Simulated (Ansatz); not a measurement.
# CoCl3 (ReO3 type): equation of state

The task here is to estimate one member of a computed series from the others.

Program: Ansatz 0.2.0. Level of theory: DFT PBE+U (U_eff = 3.3 eV on Co 3d), scalar-relativistic, plane waves, PAW. These are calculated values, not measurements.

1 further run of the same task is left out (it didn't finish). Runs told in other sessions of the task aren't counted.

**The system as given**

Symmetry: Pm-3m, No. 221, cubic system. The conventional cell has a = 4.779 Å, b = 4.779 Å, c = 4.779 Å, α = 90.00°, β = 90.00°, γ = 90.00°. Co (site symmetry m-3m) is surrounded by 6 Cl at 2.39 Å. Around Cl (site symmetry 4/mmm) lie 2 Co at 2.39 Å.

Structure file:

```
CELL_PARAMETERS angstrom
4.77900 0.00000 0.00000
0.00000 4.77900 0.00000
0.00000 0.00000 4.77900
ATOMIC_POSITIONS crystal
Co 0.00000 0.00000 0.00000
Cl 0.50000 0.00000 0.00000
Cl 0.00000 0.00000 0.50000
Cl 0.00000 0.50000 0.00000
```

An earlier run at PBE+U (U_eff = 3.3 eV on Co 3d) left this cell at 27.287 Å³/atom and -0.03 GPa (6×6×6 mesh).

Volume factors to run: 0.980, 1.020, 0.960, 1.040, 1.070, 1.100, 0.945.

The first run:

Input file input.yaml:

```yaml
crystal:
  lattice:
    - [4.7469293279, 0.0, 0.0]
    - [0.0, 4.7469293279, 0.0]
    - [0.0, 0.0, 4.7469293279]
  atoms:
    - { symbol: Co, position: [0.0, 0.0, 0.0], spin: 2.68 }
    - { symbol: Cl, position: [0.5, 0.0, 0.0] }
    - { symbol: Cl, position: [0.0, 0.0, 0.5] }
    - { symbol: Cl, position: [0.0, 0.5, 0.0] }
basis:
  ecutwfc: 420
  ecutrho_ratio: 4
kpoints:
  mp_grid: { grid: [6, 6, 6] }
hamiltonian:
  xc: pbe
  hubbard:
    sites:
      - { species: Co, l: d, u_eff: 3.3, starting_ns: start.occupation_matrices }
    ns_hold: { iters: 6 }
scf:
  occupations: { method: gaussian, width: 0.05 }
  lower_state_search: "off"
output:
  forces: true
  stress: true
  eigenvalues: true
  populations: true
  hubbard: { sites: [{ species: Co, l: d }] }
magnetization:
  spin_polarized: true
```

The open shells start from the occupation matrices of the run at the neighbouring geometry (file start.occupation_matrices).

Run with:

```sh
> ansatz run input.yaml --threads 2 --pin off --max-ram 2662MiB --backend cpu --events-out ev --progress --plain --runs-dir out
```

Among the steps run: At 0.980 of the relaxed volume; Scaling the volume by 1.020; At 0.960 of the relaxed volume; At 1.040 of the relaxed volume; Volume × 1.070; At 1.100 of the relaxed volume; Volume × 0.945.

One of the session's tables, all rows but one given; the rest of the session is left out.

It belongs to the step «The fit». 

```
volume (Å³/atom)  energy (meV/atom)  pressure (GPa)  moment of atom 1 (μB)
          25.786               8.99            2.02                   2.36
          26.195               4.74            1.36                   2.38
          26.741                  ?               ?                      ?
          27.287               0.00           -0.03                   2.44
          27.833               1.17           -0.63                   2.46
          28.378               4.20           -1.13                   2.49
          29.197              11.69           -1.79                   2.53
          30.015              22.30           -2.36                   2.56
```

**Question.** Estimate the row for volume (Å³/atom) = 26.741.

Worked estimate for «energy (meV/atom)». A straight line through the neighbours (26.195, 4.74) and (27.287, 0.00) gives 4.74 + (0.00 − 4.74) × (26.741 − 26.195) / (27.287 − 26.195) = 2.37; a parabola fitted to 4 rows on both sides gives 1.18.

**Answer.** energy (meV/atom): 1.09; pressure (GPa): 0.67; moment of atom 1 (μB): 2.42. In «energy (meV/atom)» the line misses by +1.28 and the parabola by +0.09.

To keep in mind: Warnings in the runs' records: filled band counts differ across k points, symmetry narrowed by occupation matrices, xc potential rough in thin density, stability check not made.
